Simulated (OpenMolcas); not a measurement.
# C2H6Cl2Si (dichlorodimethylsilane) at 6 levels

Aim: a comparison of 6 runs (HF/def2-SVP, B3LYP/6-31G*, M06-L/def2-SVP, PBE/def2-SVP, MP2/def2-SVP, CCSD(T)/def2-SVP) of C2H6Cl2Si (dichlorodimethylsilane). 

The results are computed with OpenMolcas 26.06.

1 further run of the same task is left out (set aside as unsound or not needed).

**1. Starting point**

C2H6Cl2Si: 11 atoms, total charge 0, spin state singlet. SMILES: `C[Si](C)(Cl)Cl`. The coordinates come from a PBE0-D4/def2-TZVP relaxation.

Bond lengths: C1–Si2 1.851 Å, Si2–C3 1.851 Å, Si2–Cl4 2.058 Å, Si2–Cl5 2.058 Å, C1–H6 1.093 Å, C1–H7 1.091 Å, C1–H8 1.093 Å, C3–H9 1.093 Å, C3–H10 1.091 Å, C3–H11 1.093 Å. Some angles: C1–Si2–C3 114.5°, C1–Si2–Cl4 108.6°, C1–Si2–Cl5 108.6°, C3–Si2–Cl4 108.6°, C3–Si2–Cl5 108.6°, Cl4–Si2–Cl5 107.7°, Si2–C1–H6 110.3°, Si2–C1–H7 110.5°, Si2–C1–H8 110.3°, Si2–C3–H9 110.3°.

**2. Energy and gradient at HF/def2-SVP (run 1)**

test.input

```
>>> EXPORT MOLCAS_PRINT=2

&GATEWAY
 BasLib = $CurrDir
 Coord
 11
 angstrom
 C       -1.474780       0.260330       0.569630
 Si       0.049440       0.400780      -0.470390
 C        1.413930      -0.753620       0.009340
 Cl      -0.457830       0.039560      -2.432040
 Cl       0.750400       2.332220      -0.351670
 H       -1.240880       0.476080       1.614990
 H       -2.234960       0.966850       0.231850
 H       -1.886320      -0.749770       0.503510
 H        1.724400      -0.565080       1.039920
 H        2.278000      -0.616910      -0.643230
 H        1.078600      -1.790430      -0.071900
 Basis = def2-SVP
 Group = NoSym

&SEWARD

&SCF
 Thresholds = 1e-10 1e-07 1e-07 1e-05
 PrOrbitals = 1 2

&ALASKA
```

The basis set def2-SVP is read from a file made from the Basis Set Exchange's data (not shown).

Launch:

```sh
export MOLCAS_MEM=1860
pymolcas test.input > test.log
```

What it wrote:

```text
--- Start Module: gateway ---
[...]
--- Stop Module: gateway /rc=_RC_ALL_IS_WELL_ ---
[...]
      Basis functions          112
[...]
--- Start Module: scf ---
[...]
       Convergence after  12 Iterations
[...]
::    Total SCF energy                              -1286.8623415199
[...]
      Total spin, S                                     0.0000000000
[...]
      Total electronic charge=   66.000000
      Total            charge=   -0.000000
[...]
      Dipole Moment (debye):
      Origin of the operator (angstrom)=    0.0828    0.6716   -0.7882
                   X= -2.0276E-01               Y= -1.6438E+00               Z=  1.9292E+00           Total=  2.5426E+00
      Quadrupole Moment (debye*angstrom):
[...]
--- Stop Module: scf /rc=_RC_ALL_IS_WELL_ ---
[...]
--- Start Module: alaska ---
[...]
 *              Molecular gradients               *
 **************************************************
  Irreducible representation: a
 ------------------------------------------------------------------------------------------
                              X                       Y                       Z
 ------------------------------------------------------------------------------------------
  C1                3.28785990142322E-03    5.66958828322361E-04   -2.53403416098941E-03
  SI2               2.01285701467047E-04    1.62935710156908E-03   -1.91567193397457E-03
  C3               -2.88554178630474E-03    2.72585108423673E-03   -1.33352403564402E-03
  CL4               2.03723714045445E-03    1.54144062723383E-03    7.71634217612416E-03
  CL5              -2.78564041551377E-03   -7.61075114620269E-03   -5.89034081814432E-04
  H6                7.94650355530391E-04    2.11185435892602E-04    1.65187162879832E-04
  H7                1.80565069001659E-04    4.32368460104193E-04   -5.82886985163067E-04
  H8                4.04616821981119E-04   -5.32701757329335E-04   -5.06403264132316E-04
[...]
--- Stop Module: alaska /rc=_RC_ALL_IS_WELL_ ---
[...]
```

It took 17 s on 1 thread of Arm Neoverse V1, shared host; peak memory 0.67 GiB.

**3. Energy and forces at B3LYP/6-31G(d) (spherical functions) (run 2)**

job.input

```
&GATEWAY
BasLib = $CurrDir
Coord
11
bohr
C     -2.78693029     0.49195240     1.07644469
Si     0.09342806     0.75736444    -0.88890827
C      2.67194046    -1.42413540     0.01765004
Cl    -0.86517331     0.07475757    -4.59588952
Cl     1.41805048     4.40725706    -0.66455999
H     -2.34492335     0.89966081     3.05188879
H     -4.22346230     1.82708170     0.43813300
H     -3.56462818    -1.41685996     0.95149600
H      3.25864373    -1.06784644     1.96516399
H      4.30479611    -1.16579094    -1.21552854
H      2.03825860    -3.38342235    -0.13587131
Basis = 6-31Gs
Group = NoSym
&SEWARD
GridInput
Grid=UltraFine
End of Grid
&SCF
KSDFT = B3LYP
Thresholds = 1e-10 1e-07 1e-07 1e-05
PrOrbitals = 1 1
&ALASKA
```

The basis set 6-31G* is read from a file made from the Basis Set Exchange's data (not shown).

Launch:

```sh
export MOLCAS_MEM=1860
pymolcas job.input > job.log
```

What it wrote:

```text
--- Start Module: gateway ---
[...]
--- Stop Module: gateway /rc=_RC_ALL_IS_WELL_ ---
[...]
      Basis functions           94
[...]
--- Start Module: scf ---
[...]
       Convergence after  13 Iterations
[...]
::    Total KS-DFT energy                           -1289.8359660999
[...]
      Total spin, S                                     0.0000000000
[...]
      Total electronic charge=   66.000000
      Total            charge=   -0.000000
[...]
      Dipole Moment (debye):
      Origin of the operator (angstrom)=    0.0828    0.6716   -0.7882
                   X= -2.2339E-01               Y= -1.8110E+00               Z=  2.1255E+00           Total=  2.8013E+00
      Quadrupole Moment (debye*angstrom):
[...]
--- Stop Module: scf /rc=_RC_ALL_IS_WELL_ ---
[...]
--- Start Module: alaska ---
[...]
 *              Molecular gradients               *
 **************************************************
  Irreducible representation: a
 ------------------------------------------------------------------------------------------
                              X                       Y                       Z
 ------------------------------------------------------------------------------------------
  C1                2.93998750343150E-03    6.07080257670756E-05   -1.77361843542290E-03
  SI2               2.23047836719226E-04    1.80559178890860E-03   -2.12239283452575E-03
  C3               -2.68584483753020E-03    2.02787131154292E-03   -6.79752407058309E-04
  CL4               2.75725505782987E-03    2.32041560896512E-03    1.00188647621842E-02
  CL5              -3.69494186482733E-03   -9.92357098490970E-03   -1.09173148930530E-03
  H6                3.71778324880556E-04   -2.26083281659628E-04   -2.32519495423045E-03
  H7                2.14849942059070E-03   -1.04423520423680E-03   -9.72559165279829E-05
  H8                1.44514333031065E-03    1.81020335553139E-03   -4.76391764629297E-04
[...]
--- Stop Module: alaska /rc=_RC_ALL_IS_WELL_ ---
[...]
```

It took 51 s on 1 thread of Arm Neoverse V1, shared host; peak memory 0.52 GiB.

**4. Energy and forces at M06-L/def2-SVP (run 3)**

calc.inp

```
* C2H6Cl2Si Kohn-Sham DFT

&GATEWAY
 BasLib=$CurrDir
 Coord
 11
 angstrom
 C       -1.474780       0.260330       0.569630
 Si       0.049440       0.400780      -0.470390
 C        1.413930      -0.753620       0.009340
 Cl      -0.457830       0.039560      -2.432040
 Cl       0.750400       2.332220      -0.351670
 H       -1.240880       0.476080       1.614990
 H       -2.234960       0.966850       0.231850
 H       -1.886320      -0.749770       0.503510
 H        1.724400      -0.565080       1.039920
 H        2.278000      -0.616910      -0.643230
 H        1.078600      -1.790430      -0.071900
 Basis=def2-SVP
 Group=NoSym

&SEWARD
 GridInput
 Grid=UltraFine
 End of Grid

&SCF
 KSDFT=M06L
 Thresholds=1e-10 1e-07 1e-07 1e-05
 PrOrbitals=1 1

&ALASKA
```

The basis set def2-SVP is read from a file made from the Basis Set Exchange's data (not shown).

Launch:

```sh
export MOLCAS_MEM=1860
pymolcas calc.inp > calc.log
```

What it wrote:

```text
--- Start Module: gateway ---
[...]
--- Stop Module: gateway /rc=_RC_ALL_IS_WELL_ ---
[...]
      Basis functions          112
[...]
--- Start Module: scf ---
[...]
       Convergence after  13 Iterations
[...]
::    Total KS-DFT energy                           -1289.4111438103
[...]
      Total spin, S                                     0.0000000000
[...]
      Total electronic charge=   66.000000
      Total            charge=   -0.000000
[...]
      Dipole Moment (debye):
      Origin of the operator (angstrom)=    0.0828    0.6716   -0.7882
                   X= -2.0004E-01               Y= -1.6217E+00               Z=  1.9033E+00           Total=  2.5085E+00
      Quadrupole Moment (debye*angstrom):
[...]
--- Stop Module: scf /rc=_RC_ALL_IS_WELL_ ---
[...]
--- Start Module: alaska ---
[...]
 *              Molecular gradients               *
 **************************************************
  Irreducible representation: a
 ------------------------------------------------------------------------------------------
                              X                       Y                       Z
 ------------------------------------------------------------------------------------------
  C1               -4.72630970060095E-03   -2.11081611505515E-04    2.97786731253069E-03
  SI2               4.38774591177582E-04    3.55458528316976E-03   -4.17500484130429E-03
  C3                4.27949238783132E-03   -3.37990009302658E-03    1.23399115176692E-03
  CL4               1.52564562448987E-03    1.20245434457367E-03    5.69176197157617E-03
  CL5              -2.07072826162147E-03   -5.62202947712009E-03   -5.01253159231219E-04
  H6                1.88790259557647E-05   -7.11624967256408E-04   -4.09087063234370E-03
  H7                3.44983769360052E-03   -2.45716008174046E-03    7.05836820242611E-04
  H8                2.23229680882753E-03    3.48918080975036E-03   -2.79363203351091E-04
[...]
--- Stop Module: alaska /rc=_RC_ALL_IS_WELL_ ---
[...]
```

Run time: 71 s. Hardware: 1 thread of Arm Neoverse V1, shared host; peak memory 0.67 GiB.

Runs 4 to 5 aren't shown in full; the table further down has their settings and results.

**5. A single-point energy at CCSD(T)/def2-SVP (Cholesky decomposition) (run 6)**

geom.xyz

```xyz
11

C     -1.474780     0.260330     0.569630
Si     0.049440     0.400780    -0.470390
C      1.413930    -0.753620     0.009340
Cl    -0.457830     0.039560    -2.432040
Cl     0.750400     2.332220    -0.351670
H     -1.240880     0.476080     1.614990
H     -2.234960     0.966850     0.231850
H     -1.886320    -0.749770     0.503510
H      1.724400    -0.565080     1.039920
H      2.278000    -0.616910    -0.643230
H      1.078600    -1.790430    -0.071900
```

calc.input

```
>>> EXPORT MOLCAS_PRINT=2

&GATEWAY
  BasLib
  $CurrDir
  Coord
  geom.xyz
  Basis
  def2-SVP
  Group
  NoSym

&SEWARD
  High

&SCF
  Thresholds
  1e-10 1e-07 1e-07 1e-05
  PrOrbitals
  1 1

&CHCC
  Frozen
  17
  Threshold
  1e-08
  MaxIterations
  80

&CHT3
  Frozen
  17
```

The basis set def2-SVP is read from a file made from the Basis Set Exchange's data (not shown).

Launch:

```sh
export MOLCAS_MEM=1860
pymolcas calc.input > calc.log
```

What it wrote:

```text
--- Start Module: gateway ---
[...]
--- Stop Module: gateway /rc=_RC_ALL_IS_WELL_ ---
[...]
      Basis functions          112
[...]
       Convergence after  12 Iterations
[...]
::    Total SCF energy                              -1286.8623413104
[...]
      Total spin, S                                     0.0000000000
[...]
      Total electronic charge=   66.000000
      Total            charge=   -0.000000
[...]
      Dipole Moment (debye):
      Origin of the operator (angstrom)=    0.0828    0.6716   -0.7882
                   X= -2.0276E-01               Y= -1.6438E+00               Z=  1.9292E+00           Total=  2.5426E+00
      Quadrupole Moment (debye*angstrom):
[...]
--- Start Module: chcc ---
[...]
--- Stop Module: chcc /rc=_RC_ALL_IS_WELL_ ---
[...]
--- Start Module: cht3 ---
[...]
--- Stop Module: cht3 /rc=_RC_ALL_IS_WELL_ ---
[...]
```

Wall time 10 min (1 thread of Arm Neoverse V1, shared host); peak memory 0.22 GiB.

**6. The series**

```csv
run,level,integration grid,task,energy (Eh),dipole moment (D) of the reference,HOMO energy (eV),LUMO energy (eV),wall time
1,HF/def2-SVP,–,gradient,-1286.862342,2.54,-11.78,4.31,17 s
2,B3LYP/6-31G* (spherical functions),UltraFine,gradient,-1289.835966,2.80,-8.31,0.92,51 s
3,M06-L/def2-SVP,UltraFine,gradient,-1289.411144,2.51,-7.51,0.74,71 s
4,PBE/def2-SVP,UltraFine,gradient,-1288.762041,2.29,-7.09,0.47,58 s
5,MP2/def2-SVP,–,energy,-1287.511228,2.54,-11.78,4.31,14 s
6,CCSD(T)/def2-SVP (Cholesky decomposition),–,energy,-1287.590402,2.54,-11.78,4.31,10 min
```

**7. Summary of results**

```
                                           quantity           value
                                run 6: total energy  -1287.59040 Eh
          run 6: dipole moment (mean-field density)          2.54 D
         run 6: HOMO energy (Hartree–Fock orbitals)       -11.78 eV
         run 6: LUMO energy (Hartree–Fock orbitals)         4.31 eV
       run 6: HOMO–LUMO gap (Hartree–Fock orbitals)        16.09 eV
run 6: correlation energy (17 core orbitals frozen)      -728.1 mEh
                              run 6: (T) correction      -17.87 mEh
```

**Reading.** Below the HF energy at the same shape and in the same basis (def2-SVP): MP2 -648.9 mEh; CCSD(T) -728.1 mEh. Over runs 1, 2, 3, 4 the dipole moment (its size) runs from 2.29 D (PBE/def2-SVP) to 2.80 D (B3LYP/6-31G*). The two ends differ in method and basis. Over runs 1, 2, 3, 4 the HOMO–LUMO gap runs from 7.56 eV (PBE/def2-SVP) to 16.09 eV (HF/def2-SVP). Exact exchange widens orbital gaps. Totals of different functionals can't be ranked against each other. All runs together took 14 min, the longest 10 min.
